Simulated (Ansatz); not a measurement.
Crystal: Ge2Sb2Te5.

```
CELL_PARAMETERS angstrom
6.83914 -3.06601 0.00000
6.83914 3.06601 0.00000
-6.83098 0.00000 6.84761
ATOMIC_POSITIONS crystal
Te 0.59470 0.59470 0.38643
Te 0.79529 0.79529 0.19611
Te 0.00832 0.00832 0.00643
Te 0.20652 0.20652 0.80980
Te 0.39996 0.39996 0.59712
Sb 0.90171 0.90171 0.58787
Sb 0.11187 0.11187 0.41735
Ge 0.28429 0.28429 0.18783
Ge 0.49734 0.49734 0.01104
```

The cell comes from a database or a generator and needn't be the stable form of this composition.

Base run:

- Program: Ansatz 0.2.0
- Functional: LDA
- Potentials or basis: Ansatz PAW
- Cutoff: 420 eV (not typed: the program's choice for these potentials)
- k mesh: 5 × 5 × 4
- Occupations: fermi-dirac, width 0.05 eV
- Spin: no spin polarisation

Its results: band gap on the k mesh 0.26 eV, indirect (least direct gap 0.33 eV); pressure -3.5 GPa; largest force 0.242 eV/Å.

Problem. The run is repeated on the same cell with these changes: functional from LDA to PBE. What comes out?

Solution. Band gap on the k mesh 0.26 eV, indirect (least direct gap 0.33 eV); pressure -0.1 GPa; largest force 0.196 eV/Å.

PBE binds less tightly than LDA, so the same cell stands under more pressure.

Caveats: the k mesh misses the band edges, so the gap on the mesh is wider than the one along the path; spin-orbit coupling is left out, which moves the levels of the heavy elements; the PAW data sets come from PBE, with cores solved anew for the run's functional, which leaves a small shift of forces and pressure (some runs).
